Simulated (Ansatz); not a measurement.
# ClFHOSn radical: up Jacob's ladder to CCSD(T)

The task here is to estimate one member of a computed series from the others.

Computed with Ansatz 0.2.0, Gaussian basis. Level: functionals in def2-TZVPP, the program's frozen cores in correlated methods.

Plan: LDA (SPW92), PBE-D4, revPBE-D4, BLYP-D4, r2SCAN-D4, B97M-V, PBE0-D4, B3LYP-D4, r2SCANh-D4, r2SCAN0-D4, HSE06-D4, BHLYP-D4, CAM-B3LYP-D4, LC-ωPBE, ωB97X-V, ωB97M-V, B2PLYP, PBE-QIDH; CCSD(T)/def2-SVP; CCSD(T)/def2-TZVPP; MP2/def2-QZVPP; extrapolation to the limit; RPA on PBE.

**The relaxed structure**

All runs share one geometry, relaxed beforehand with PBE0-D4 in a triple-zeta def2 set. Sn takes the def2 core potential; no spin-orbit term is included.

5 atoms, charge 0, spin multiplicity 2.

Atoms are counted from 1 here; the program's logs count them from 0.

Bond lengths: O1–Sn2 1.960 Å, O1–H5 0.964 Å, Sn2–F3 1.926 Å, Sn2–Cl4 2.329 Å. Angles: Sn2–O1–H5 111.5°, O1–Sn2–F3 103.3°, O1–Sn2–Cl4 107.8°, F3–Sn2–Cl4 107.8°.

Set-up of the first run:

File in.yaml:

```yaml
crystal:
  periodic: [false, false, false]
  atoms:
    - {symbol: O, position_ang: [-0.600488, 0.503650, -1.179476]}
    - {symbol: Sn, position_ang: [0.362751, -0.717029, 0.013264]}
    - {symbol: F, position_ang: [1.538036, 0.454527, 0.990770]}
    - {symbol: Cl, position_ang: [-1.177454, -1.598338, 1.521811]}
    - {symbol: H, position_ang: [-0.072945, 1.283391, -1.387768]}
basis:
  gaussian: {orbitals: def2-TZVPP}
magnetization: {spin_polarized: true, initial_magnetization: 1}
hamiltonian: {xc: lda}
output: {orbitals: {seedname: orbitals}}
```

Command:

```sh
$ ansatz run in.yaml --threads 4 --pin off --events-out ev --progress --plain --max-ram 10444MiB
```

Among the steps run: LDA; PBE-D4 (GGA); revPBE-D4 (GGA); BLYP-D4 (GGA); r2SCAN-D4 (meta-GGA); B97M-V (meta-GGA); B3LYP-D4 (hybrid); r2SCANh-D4 (hybrid); r2SCAN0-D4 (hybrid); HSE06-D4 (hybrid); BHLYP-D4 (hybrid); CAM-B3LYP-D4 (range-separated); LC-ωPBE (range-separated); ωB97X-V (range-separated); ωB97M-V (range-separated); B2PLYP (double hybrid); PBE-QIDH (double hybrid).

One table of the session follows, with a row left open; its other results are not shown here.

It belongs to the step «Orbital energies across the functionals». 

| functional | HOMO (eV) | LUMO (eV) | gap (eV) |
| --- | --- | --- | --- |
| LDA (SPW92) | -6.63 | -5.98 | 0.65 |
| PBE-D4 | -6.47 | -5.60 | 0.87 |
| revPBE-D4 | -6.41 | -5.46 | 0.96 |
| BLYP-D4 | ? | ? | ? |
| r2SCAN-D4 | -6.90 | -5.40 | 1.51 |
| B97M-V | -6.67 | -5.66 | 1.01 |
| PBE0-D4 | -7.73 | -4.80 | 2.93 |
| B3LYP-D4 | -7.49 | -5.17 | 2.32 |
| r2SCANh-D4 | -7.37 | -5.09 | 2.27 |
| r2SCAN0-D4 | -8.06 | -4.63 | 3.43 |
| HSE06-D4 | -7.33 | -5.17 | 2.17 |
| BHLYP-D4 | -8.83 | -4.04 | 4.78 |
| CAM-B3LYP-D4 | -9.00 | -3.94 | 5.06 |
| LC-ωPBE | -10.31 | -2.55 | 7.75 |
| ωB97X-V | -9.86 | -2.90 | 6.96 |
| ωB97M-V | -9.80 | -3.00 | 6.80 |

Estimate the missing values for BLYP-D4.

Worked estimate for «HOMO (eV)». Against the share of exact exchange, B3LYP-D4 (0.2, -7.49), BHLYP-D4 (0.5, -8.83) give a slope of -4.47 per unit share; at 0 the line stands at -6.60.

As computed: HOMO (eV): -6.33; LUMO (eV): -5.60; gap (eV): 0.73. In «HOMO (eV)» the line misses by -0.27.
